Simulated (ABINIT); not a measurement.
The system is TaF3.

```
Ta F
1.0
     3.90120    0.00000    0.00000
     0.00000    3.90120    0.00000
     0.00000    0.00000    3.90120
Ta F
1 3
Direct
  0.00000 0.00000 0.00000
  0.00000 0.00000 0.50000
  0.00000 0.50000 0.00000
  0.50000 0.00000 0.00000
```

Base run:

```yaml
Program: ABINIT 10.8.3 (patched build)
Functional: PW91
Potentials_or_basis: JTH PAW PBE v2.0
Cutoff: 762 eV
k_mesh: 7 × 7 × 7
Occupations: fermi-dirac, width 0.05 eV
Spin: no spin polarisation
```

Its results: band gap on the k mesh none (metal or under the smearing width); pressure 24.2 GPa.

Task: The run is repeated on the same cell with these changes: functional from PW91 to revPBE. What comes out?

Result: Band gap on the k mesh none (metal or under the smearing width); pressure 27.6 GPa.

revPBE binds less tightly than PW91, so the same cell stands under more pressure.

Caveats: the PAW data sets were made with another functional, which shifts forces and pressure a little; spin-orbit coupling is left out, which moves the levels of the heavy elements; the atomic spheres overlap.
